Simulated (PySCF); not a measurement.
**C2H5Se−: geometry, NMR shifts, spin-spin couplings, electronic excitations and core binding energies**

Wanted: the NMR shifts, spin-spin couplings, electronic excitations and core binding energies of C2H5Se− (`CC[Se-]`), by calculation.

Computed with PySCF 2.14.0, with density-fitted response routines of our own, on a single molecule in the gas phase. Atoms are numbered from 0 throughout.

**1. Starting geometry**

8 atoms, charge -1, multiplicity 1; geometry from: GFN2-xTB.

Bonds of the start (Å): C0–C1 1.51, C1–Se2 1.96, C0–H3 1.09, C0–H4 1.09, C0–H5 1.09, C1–H6 1.09, C1–H7 1.09.

**2. Relaxing the molecule at PBE0-D3(BJ)/def2-SVP**

What the job is given:

```
{"job": {"xc": "PBE0", "basis": "def2-SVP", "d3": "d3bj", "grid": 1, "kind": "geom"}, "charge": -1, "multiplicity": 1}
C     -0.807512     0.068671    -0.041657
C      0.672526    -0.240686    -0.019707
Se     1.753933     1.320233     0.464262
H     -1.131963     0.413330     0.938521
H     -1.014376     0.857656    -0.762424
H     -1.381329    -0.822056    -0.314394
H      1.018466    -0.569472    -1.002007
H      0.899311    -1.018263     0.712841
```

**Question.** This job is followed by: GIAO PBE0/pcSseg-1 NMR shielding, non-relativistic, gas phase; B3LYP/pcJ-1 Se:pcSseg-1 indirect spin-spin coupling, non-relativistic, gas phase; TDDFT B3LYP/def2-SVPD, vertical, gas phase, core orbitals frozen in the response; GIAO CAM-B3LYP/pcSseg-2 NMR shielding, non-relativistic, gas phase; delta-SCF UKS SCAN, pcX-2 on the ionised atom, pcseg-1 elsewhere, spin-free X2C. What will the session give for the following? point group; rotational constants (main isotopes); 13C shifts against TMS (PBE0/pcSseg-1); 1H shifts against TMS (PBE0/pcSseg-1, means over atoms taken as alike); 77Se shifts against Me2Se (PBE0/pcSseg-1); largest coupling of the table (B3LYP/pcSseg-1+pcJ-1); lowest singlet (B3LYP/def2-SVPD); brightest single state of those computed; lowest triplet; vertical ionisation energy (ΔSCF); C1s binding energies, SCAN/pcX-2; range of the shift of Se2.

**Answer**, as computed:

| quantity | value |
| --- | --- |
| point group | Cs |
| rotational constants (main isotopes) | 30.49, 3.67, 3.41 GHz |
| 13C shifts against TMS (PBE0/pcSseg-1) | 28.6, 25.0 ppm |
| 1H shifts against TMS (PBE0/pcSseg-1, means over atoms taken as alike) | 2.17, 1.04 ppm |
| 77Se shifts against Me2Se (PBE0/pcSseg-1) | -31 ppm |
| largest coupling of the table (B3LYP/pcSseg-1+pcJ-1) | 1J(C,H) C1–H6, 135.4 Hz |
| lowest singlet (B3LYP/def2-SVPD) | 3.09 eV (401 nm), f = 0.001 |
| brightest single state of those computed | state 4, 3.56 eV, f = 0.110 |
| lowest triplet | 3.00 eV |
| vertical ionisation energy (ΔSCF) | 2.01 eV |
| C1s binding energies, SCAN/pcX-2 | C0 285.82, C1 285.28 eV |
| range of the shift of Se2 | -62 to -31 ppm |

**Reading.** At PBE0/pcSseg-1: Shielding is most anisotropic at Se2 (span 1643 ppm, paramagnetic term -1200 ppm). In the run at B3LYP/pcSseg-1+pcJ-1, the largest coupling of the table is C1–H6 (mean over like pairs), 135.4 Hz, of which the Fermi-contact term gives 133.0 Hz. In the gas-phase run even the lowest singlet lies above the computed detachment energy of this anion, so its states are not to be taken as bound. At B3LYP/def2-SVPD, all states lie near or above the ionisation energy, where they hang on the basis. ΔSCF puts the ionisation energy at 2.01 eV, 2.20 eV above −ε(HOMO). The C1s levels kept as sound span 0.54 eV, from C1 (sp3 CH2 bonded to Se) up to C0 (methyl carbon). Across the 2 runs the shift of Se2 moves most, between -62 (CAM-B3LYP/pcSseg-2) and -31 ppm (PBE0/pcSseg-1). Spin-orbit coupling is left out, which matters for shieldings and couplings at and beside the heavy atoms. At PBE0/pcSseg-1 the HOMO lies above zero (+0.82 eV), as often for anions in the gas phase: self-interaction error lifts it, or the electron is held by the finite basis alone; counter-ions and solvent are missing.
